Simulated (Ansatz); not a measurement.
**CHCl₂GeNO: small, medium and large basis sets**

Aim: see how fast density functionals converge with the basis set for CHCl₂GeNO.

The runs use Ansatz 0.2.0, Gaussian basis; one geometry, several basis sets.

Plan: PBE0-D4/def2-SVP; ωB97M-V/def2-SVP; PBE0-D4/def2-QZVPP; ωB97M-V/def2-QZVPP; the functionals' def2-TZVPP values are taken from earlier runs.

## Step 1: The geometry

An earlier PBE0-D4 in a triple-zeta def2 set relaxation fixed the geometry.

SMILES `O=C=[N][GeH]([Cl])[Cl]`, 7 atoms, charge 0, spin multiplicity 1.

Atoms are counted from 1 here; the program's logs count them from 0.

Bond lengths: O1–C2 1.159 Å, C2–N3 1.207 Å, N3–Ge4 1.810 Å, Ge4–Cl5 2.130 Å, Ge4–Cl6 2.130 Å, Ge4–H7 1.520 Å. Angles: O1–C2–N3 175.8°, C2–N3–Ge4 136.6°, N3–Ge4–Cl5 108.8°, N3–Ge4–Cl6 108.8°, N3–Ge4–H7 109.2°, Cl5–Ge4–Cl6 108.3°, Cl5–Ge4–H7 110.9°, Cl6–Ge4–H7 110.9°.

## Step 2: PBE0-D4 in def2-SVP

File in.yaml:

```yaml
crystal:
  periodic: [false, false, false]
  atoms:
    - {symbol: O, position_ang: [-0.836960, -2.804820, -0.150812]}
    - {symbol: C, position_ang: [-0.201622, -1.835047, -0.136901]}
    - {symbol: N, position_ang: [0.530950, -0.876316, -0.134193]}
    - {symbol: Ge, position_ang: [0.349666, 0.916527, 0.035055]}
    - {symbol: Cl, position_ang: [-0.929174, 1.625409, -1.514308]}
    - {symbol: Cl, position_ang: [-0.572110, 1.338372, 1.908791]}
    - {symbol: H, position_ang: [1.720550, 1.567775, -0.053333]}
basis:
  gaussian: {orbitals: def2-SVP}
hamiltonian: {xc: pbe0, dispersion: d4}
output: {orbitals: {seedname: orbitals}}
```

Run with:

```
$ ansatz run in.yaml --threads 4 --pin off --events-out ev --progress --plain --max-ram 10444MiB
```

Further steps of the session: ωB97M-V in def2-SVP; PBE0-D4 in def2-QZVPP; ωB97M-V in def2-QZVPP.

Before running them: what should the planned runs give, taken together? Wanted: PBE0-D4: double and triple zeta above quadruple; ωB97M-V: double and triple zeta above quadruple.

**Answer**, as computed:

| quantity | value |
| --- | --- |
| PBE0-D4: double and triple zeta above quadruple | 23.31, 2.19 eV |
| ωB97M-V: double and triple zeta above quadruple | 23.22, 2.10 eV |

**Reading.** PBE0-D4 gains 21.12 eV from double to triple zeta, then 2.19 eV more. Total energies overstate the basis error of differences, where much of it tends to cancel. The LUMO of ωB97M-V is positive and keeps falling with the basis (1.18 to 0.64 eV): an unbound level that the basis holds in place.
